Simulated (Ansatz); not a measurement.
# NiMoIrPdW (P-3m1) in Ansatz: relaxation of cell and atoms with r2SCAN+rVV10

Aim: the relaxation of cell and atoms of NiMoIrPdW with r2SCAN+rVV10.

Everything below comes from runs of Ansatz 0.2.0. Logs are shortened: lines on timing, memory, paths and dates and some standing lists are left out, and cuts for length are marked.

### 1 The structure

The structure is trigonal, space group P-3m1 (No. 164). Conventional cell: a = 2.771 Å, b = 2.771 Å, c = 22.020 Å, α = 90.00°, β = 90.00°, γ = 120.00°. Ni (site symmetry 3m) has 3 Mo at 2.55 Å and 3 Pd at 2.65 Å and 6 Ni at 2.77 Å as nearest neighbours. Mo (site symmetry 3m) is surrounded by 3 Ni at 2.55 Å and 3 Ir at 2.76 Å and 6 Mo at 2.77 Å. Pd (site symmetry 3m) is surrounded by 3 Ni at 2.65 Å and 9 Pd at 2.77 to 2.84 Å. Around Ir (site symmetry 3m) lie 3 Mo at 2.76 Å and 3 W at 2.77 Å and 6 Ir at 2.77 Å. W (site symmetry 3m) has 3 Ir at 2.77 Å and 9 W at 2.77 to 2.93 Å as nearest neighbours.

The cell was built by a generator and needn't be a form met in nature.

### 2 Relaxation of cell and atoms, r2SCAN+rVV10, collinear spin, ferromagnetic start

input.yaml reads:

```yaml
crystal:
  lattice:
    - [2.77085, 0.0, 0.0]
    - [-1.38543, 2.39963, 0.0]
    - [0.0, 0.0, 22.01961]
  atoms:
    - { symbol: Ni, position: [0.33333, 0.66667, 0.85081], spin: 1.0 }
    - { symbol: Ni, position: [0.66667, 0.33333, 0.14919], spin: 1.0 }
    - { symbol: Mo, position: [0.66667, 0.33333, 0.76059], spin: 1.0 }
    - { symbol: Mo, position: [0.33333, 0.66667, 0.23941], spin: 1.0 }
    - { symbol: Pd, position: [0.33333, 0.66667, 0.05329] }
    - { symbol: Pd, position: [0.66667, 0.33333, 0.94671] }
    - { symbol: Ir, position: [0.33333, 0.66667, 0.65827], spin: 0.6 }
    - { symbol: Ir, position: [0.66667, 0.33333, 0.34173], spin: 0.6 }
    - { symbol: W, position: [0.33333, 0.66667, 0.44418] }
    - { symbol: W, position: [0.66667, 0.33333, 0.55582] }
hamiltonian:
  xc: r2scan
  pseudopotentials: { kind: paw }
  dispersion: rvv10
magnetization:
  spin_polarized: true
kpoints:
  mp_grid: { grid: [8, 8, 1] }
scf:
  occupations: { method: fermi_dirac, width: 0.05 }
output:
  forces: true
  stress: true
  eigenvalues: true
relax:
  f_tol: 0.01
  max_steps: 40
  cell: { stress_tol: 0.05 }
```

Potentials or basis: Ansatz PAW.

Command:

```
$ ansatz run input.yaml --threads 8 --pin off --max-ram 20480MiB --backend cpu --events-out ev --progress --plain --runs-dir out
```

The program printed:

```text
Warning: the atoms were moved onto the symmetric positions of the space group found under crystal.symmetry.tolerance 1.0e-5 (fractional; no operation is sought that the atoms, as they stand in a round, miss by more than twice it, and no atom is moved by as much as it), and the run uses the moved positions. Before a round's move an operation carried an atom to 2.77e-5 Å from where it should land, the largest such distance. Atom 0 (counting from 0) moved farthest, by 1.60e-5 Å; the longest move in fractions of the cell, of whichever atom, is 0.47 of the tolerance, in 1 round. To run the atoms as typed, lower crystal.symmetry.tolerance until the operations that they miss are no longer found, or set crystal.symmetry.detect: false (a key that needs symmetry detection or time reversal refuses this as the deck is read). The positions used, in the order of the run's atom list: position: [0.3333333333333333, 0.6666666666666666, 0.85081]; position: [0.6666666666666666, 0.3333333333333333, 0.14919]; position: [0.6666666666666666, 0.3333333333333333, 0.76059]; position: [0.3333333333333333, 0.6666666666666666, 0.23941]; position: [0.3333333333333333, 0.6666666666666666, 0.05329]; position: [0.6666666666666666, 0.3333333333333333, 0.94671]; position: [0.3333333333333333, 0.6666666666666666, 0.65827]; position: [0.6666666666666666, 0.3333333333333333, 0.34173]; position: [0.3333333333333333, 0.6666666666666666, 0.44418]; position: [0.6666666666666666, 0.3333333333333333, 0.55582]; The lattice was moved too: crystal.lattice keeps the space group found at crystal.symmetry.tolerance 1.0e-5 only nearly: the operation that it misses by the most changes a squared length by the fraction 4.62e-6. The run uses the lattice that is a stretch of the typed one, with no rotation, onto the one that keeps every operation to a double's rounding (on a very oblique basis the stretch itself rounds by more); the deck's lattice vector that moved farthest moved by 3.53e-6 Å. To run the lattice as typed, set crystal.symmetry.tolerance under 4.49e-7, the least fraction by which an operation that the lattice misses changes a squared length (the same key also sets how far an atom may lie from its image, so lowering it can lose operations that the atoms keep only within it), or set crystal.symmetry.detect: false, as for the atoms. crystal.lattice made exact, in Å and degrees: [[2.7708520264577463, 2.8867513459737068e-6, 0.0], [-1.3854285132288733, 2.399626801664327, 0.0], [0.0, 0.0, 22.01961]]. Pasted over the deck's crystal.lattice, beside positions in fractional coordinates, it runs the same cell (given as lengths and angles, that cell in the form's own orientation, a rigid turn of the misfit's size from the one run here, for which a checkpoint.post_process_only pass over this run's state can be refused: where this run relaxes nothing, give such a pass this deck's own crystal.lattice, as typed; behind a relaxation, as crystal.lattice, the state's own cell, identity.cell in its checkpoint.json), and a matrix so pasted ends this notice, except on a very skew basis of the lattice, where the rounding of the pasted numbers themselves can read as a misfit: the cell is then moved again, and that move is told again. The lattice as run is in this notice's lattice.as_run_ang field (Run.prep()["deck_notices"] in Python, the deck_notice line of an events file, deck_notices of ansatz run --dry-run=json, or deck_notices in record.json in the deck's checkpoint.write directory).
Warning: RAYON_NUM_THREADS=8 ignored (pool sized by the plan → 8); use --threads N
Engine: ansatz 0.2.0, aarch64-unknown-linux-gnu
Pseudopotentials: kind: paw
Pseudopotential: Ni, paw, valence charge 18, recommended cutoff 500 eV (meta_gga), Ni.paw.azcp
Pseudopotential: Mo, paw, valence charge 14, recommended cutoff 500 eV (meta_gga), Mo.paw.azcp
Pseudopotential: Pd, paw, valence charge 18, recommended cutoff 500 eV (meta_gga), Pd.paw.azcp
Pseudopotential: Ir, paw, valence charge 17, recommended cutoff 500 eV (meta_gga), Ir.paw.azcp
Pseudopotential: W, paw, valence charge 14, recommended cutoff 500 eV (meta_gga), W.paw.azcp
Functional definition: r2SCAN+rVV10
  parameter k0 = 0.174
  parameter k1 = 0.065
  parameter a1 = 4.9479
  exchange = r2scan_x(k0 = k0, k1 = k1, a1 = a1)
  correlation = r2scan_c + rvv10(11.95, 0.0093)
Crystal: 10 atoms, lattice volume = 146.409 Å³
Basis set: ecut = 500 eV, 3645 PW (Γ), exchange–correlation on 96×96×720 points (64 copies of the dense FFT grid, shifted against one another)
[... 265 lines left out ...]
  atom  10  W     -0.00000000    -0.00000000     0.00506260
  max |Σ_I F_I| component: 2.31e-18 eV/Å
--- Stress (GPa, compression-positive) ---
       -0.030915       0.000000       0.000000
        0.000000      -0.030915      -0.000000
        0.000000      -0.000000      -0.024789
  P = ⅓ Tr σ = -0.0289 GPa (-0.289 kbar)
--- Band table (eV; the first three rows and the last of 20) ---
  k-point 0 ↑: bands = ["-85.5601", "-85.5601", "-73.1972", "-73.1972", "-65.1554", "-65.1320", "-54.2340", "-54.1886", "-44.7100", "-44.7100", "-44.3281", "-44.3281", "-44.3281", "-44.3281", "-41.5556", "-41.5556", "-30.1027", "-29.9163", "-29.8919", "-29.8919", "-29.8673", "-29.8673", "-29.4547", "-29.4546", "-29.1813", "-29.1813", "-29.1813", "-29.1813", "-18.2213", "-17.6855", "-17.1590", "-17.1590", "-17.1057", "-17.1057", "-14.9841", "-14.9841", "-14.1173", "-14.1173", "-14.1172", "-14.1172", "11.3056", "11.8558", "13.3238", "13.8610", "14.1644", "14.3379", "15.1557", "15.6841", "16.1020", "16.2431", "17.9811", "17.9811", "17.9934", "17.9934", "18.2414", "18.2600", "18.3677", "18.3677", "18.4387", "18.5433", "18.5433", "19.1266", "19.1266", "19.1390", "19.2392", "19.2392", "19.2431", "19.5677", "19.5677", "19.6170", "19.6170", "19.6215", "19.7173", "19.7173", "19.7995", "19.7995", "19.8007", "20.3234", "20.3234", "20.7197", "20.7197", "20.7262", "21.1028", "21.1028", "21.1956", "21.1956", "21.2096", "21.7025", "21.7025", "21.7783", "21.7783", "22.5804", "24.1059", "24.1059", "24.1351", "24.1351", "24.6189", "24.6189", "25.6705", "25.6705", "30.5013"]
  k-point 1 ↑: bands = ["-85.5592", "-85.5592", "-73.1908", "-73.1908", "-65.1487", "-65.1269", "-54.2138", "-54.1715", "-44.7086", "-44.7086", "-44.3366", "-44.3366", "-44.3302", "-44.3302", "-41.5221", "-41.5221", "-30.0917", "-29.9526", "-29.9166", "-29.9057", "-29.9052", "-29.8782", "-29.4424", "-29.4423", "-29.2691", "-29.2691", "-29.2023", "-29.2023", "-18.1774", "-17.6837", "-17.3571", "-17.3109", "-17.2103", "-17.1483", "-14.9516", "-14.9516", "-14.3334", "-14.3334", "-14.1657", "-14.1657", "11.9495", "12.4607", "13.9074", "14.3748", "14.6149", "14.9381", "15.6483", "16.1642", "16.4264", "16.5683", "17.5169", "17.5896", "17.9741", "18.1481", "18.1587", "18.2103", "18.2284", "18.3914", "18.4638", "18.4765", "18.6080", "18.6635", "18.8367", "18.9389", "18.9974", "19.1625", "19.1809", "19.3059", "19.3911", "19.4510", "19.6133", "19.6332", "19.6868", "19.6957", "19.7226", "19.7842", "20.1383", "20.1824", "20.2717", "20.3406", "20.3912", "20.8037", "20.8255", "20.8375", "21.1473", "21.5520", "21.6786", "21.7538", "21.9075", "21.9725", "22.1595", "23.1747", "23.9446", "24.0675", "24.1868", "24.4810", "25.1312", "25.2437", "25.7159", "26.7617", "30.5839"]
  k-point 2 ↑: bands = ["-85.5572", "-85.5572", "-73.1755", "-73.1755", "-65.1321", "-65.1147", "-54.1642", "-54.1304", "-44.7053", "-44.7053", "-44.3571", "-44.3571", "-44.3353", "-44.3353", "-41.4405", "-41.4405", "-30.0847", "-30.0694", "-30.0131", "-29.9383", "-29.9093", "-29.9050", "-29.4775", "-29.4775", "-29.4125", "-29.4125", "-29.2527", "-29.2527", "-18.0861", "-17.8880", "-17.7674", "-17.6106", "-17.3300", "-17.2514", "-14.8726", "-14.8726", "-14.8371", "-14.8370", "-14.2811", "-14.2811", "13.4777", "13.7952", "14.9813", "15.4376", "15.4802", "15.7274", "16.1344", "16.4471", "16.6820", "16.8423", "17.2300", "17.3215", "17.3855", "17.4559", "17.6110", "17.9086", "18.0201", "18.2260", "18.2717", "18.3091", "18.5160", "18.9038", "18.9689", "18.9705", "19.1226", "19.3005", "19.3095", "19.4006", "19.4541", "19.5352", "19.6832", "19.7836", "19.8018", "19.8267", "19.9062", "19.9456", "20.0462", "20.1197", "20.3368", "20.3983", "20.4467", "20.5278", "20.9068", "21.2530", "21.5866", "22.4219", "22.4704", "22.8626", "22.9932", "23.1198", "23.4523", "23.6313", "24.0500", "24.2703", "24.3508", "24.6090", "25.7075", "26.5564", "26.7454", "29.1332", "30.6182"]
  k-point 9 ↓: bands = ["-85.1345", "-85.1345", "-73.1486", "-73.1486", "-64.9343", "-64.9311", "-54.0775", "-54.0713", "-44.2165", "-44.2165", "-43.9987", "-43.9987", "-43.9828", "-43.9828", "-41.2893", "-41.2893", "-29.9936", "-29.9746", "-29.9050", "-29.8725", "-29.8120", "-29.7929", "-29.6592", "-29.6592", "-29.5040", "-29.5040", "-29.3624", "-29.3623", "-18.2969", "-18.2387", "-17.9495", "-17.8757", "-17.7074", "-17.6538", "-15.2593", "-15.2593", "-14.8855", "-14.8855", "-14.7156", "-14.7156", "15.6346", "15.6651", "15.8352", "16.0411", "16.4594", "16.4765", "16.7655", "16.8394", "16.8527", "17.2179", "17.2633", "17.3311", "17.4087", "17.5361", "17.6806", "18.0076", "18.0214", "18.0672", "18.1393", "18.2381", "18.6859", "18.7913", "18.8838", "18.9624", "18.9780", "19.0635", "19.2325", "19.2584", "19.5097", "19.7624", "19.8058", "20.1940", "20.4800", "20.7797", "20.8143", "21.0574", "21.2347", "21.2972", "21.3307", "21.7742", "21.8012", "21.9984", "22.5410", "23.0885", "23.1392", "23.5070", "23.5080", "23.9418", "24.7825", "25.2927", "26.0532", "26.4541", "26.6481", "26.6827", "27.9260", "28.0621", "28.4858", "28.6275", "29.1616", "29.2591", "29.6778"]
--- Relaxed structure (6 steps of the walk, 5 accepted, 1 SCFs on fresh bases) ---
  F+E_penalty+E_count = -80269.53569125 eV   max|allowed force component| = 5.063e-3 eV/Å   (the final SCF, on the basis selected at the relaxed cell)
  cell:  # Å, volume = 142.0124 Å³
    - [2.744194666632191, 2.858978960938634e-6, -3.6786562961064575e-18]
    - [-1.3720998092645047, 2.3765408647437662, 3.6786585088157916e-18]
    - [-2.923383310037633e-17, 1.6878141105516564e-17, 21.775378321206247]
  atoms:
    - { symbol: Ni, position: [0.3333333333333333, 0.6666666666666665, 0.8524219741697338] }
    - { symbol: Ni, position: [0.6666666666666666, 0.3333333333333332, 0.14757802583026586] }
    - { symbol: Mo, position: [0.6666666666666666, 0.3333333333333332, 0.7617801347222152] }
    - { symbol: Mo, position: [0.3333333333333333, 0.6666666666666665, 0.23821986527778485] }
    - { symbol: Pd, position: [0.3333333333333333, 0.6666666666666665, 0.052891868965784204] }
    - { symbol: Pd, position: [0.6666666666666666, 0.3333333333333332, 0.9471081310342157] }
    - { symbol: Ir, position: [0.3333333333333333, 0.6666666666666665, 0.658883519946174] }
    - { symbol: Ir, position: [0.6666666666666666, 0.3333333333333332, 0.34111648005382583] }
    - { symbol: W, position: [0.3333333333333333, 0.6666666666666665, 0.4438688525517398] }
    - { symbol: W, position: [0.6666666666666666, 0.3333333333333332, 0.55613114744826] }
```

Wall time 87 s (8 threads of Arm Neoverse V2, shared host); peak memory 1.7 GiB.

What came out:

| Quantity | Value |
| --- | --- |
| Free energy | -80269.5357 eV |
| Relaxed volume | 14.20 Å³/atom |
| Relaxed cell | a = 2.744 Å, b = 2.744 Å, c = 21.775 Å, α = 90.00°, β = 90.00°, γ = 120.00° |
| Space group after relaxing (to 0.05 Å) | P-3m1 (No. 164) |
| Energy gained by relaxing | 10.9 meV/atom |
| Ionic steps | 6 |
| Pressure after relaxing | 0.0 GPa |
| Largest force after relaxing | 0.005 eV/Å |
| Band gap on the k mesh | none (metal or under the smearing width) |
| Net moment | 0.77 μB per cell |
| Absolute moment | 0.99 μB per cell |
| Site moments | Ni +0.26; Mo +0.01; Pd +0.15; Ir +0.00; W -0.01 μB |

Forces in eV/Å, atoms in the order of the input:
```
Ni   0.000  0.000 -0.003
Ni   0.000  0.000  0.003
Mo   0.000  0.000  0.000
Mo   0.000  0.000  0.000
Pd   0.000  0.000 -0.001
Pd   0.000  0.000  0.001
Ir   0.000  0.000  0.003
Ir   0.000  0.000 -0.003
W    0.000  0.000 -0.005
W    0.000  0.000  0.005
```

The path:
| step | energy change (eV) | largest force (eV/Å) | volume (Å³) |
| --- | --- | --- | --- |
| 1 | 0.0000 | 0.1388 | 146.41 |
| 2 | -0.1096 | 0.0746 | 142.51 |
| 3 | -0.1128 | 0.0205 | 141.99 |
| 4 | -0.1129 | 0.0185 | 142.01 |
| 5 | -0.1130 | 0.0050 | 142.01 |
| 6 | -0.1090 | 0.0051 | 142.01 |

Final structure:
```cif
data_structure
_symmetry_space_group_name_H-M 'P 1'
_symmetry_Int_Tables_number 1
_cell_length_a 2.7442
_cell_length_b 2.7442
_cell_length_c 21.7754
_cell_angle_alpha 90.000
_cell_angle_beta 90.000
_cell_angle_gamma 120.000
_cell_volume 142.01
loop_
_atom_site_label
_atom_site_type_symbol
_atom_site_fract_x
_atom_site_fract_y
_atom_site_fract_z
_atom_site_occupancy
Ni1 Ni 0.33333 0.66667 0.85242 1
Ni2 Ni 0.66667 0.33333 0.14758 1
Mo1 Mo 0.66667 0.33333 0.76178 1
Mo2 Mo 0.33333 0.66667 0.23822 1
Pd1 Pd 0.33333 0.66667 0.05289 1
Pd2 Pd 0.66667 0.33333 0.94711 1
Ir1 Ir 0.33333 0.66667 0.65888 1
Ir2 Ir 0.66667 0.33333 0.34112 1
W1 W 0.33333 0.66667 0.44387 1
W2 W 0.66667 0.33333 0.55613 1
```

Caveat: the magnetic or orbital state may not be the lowest; the plane-wave basis is chosen anew once the cell has moved, so the energies of steps on either side of that aren't comparable; the PAW data sets come from PBE, with cores solved anew for the run's functional, which leaves a small shift of forces and pressure.
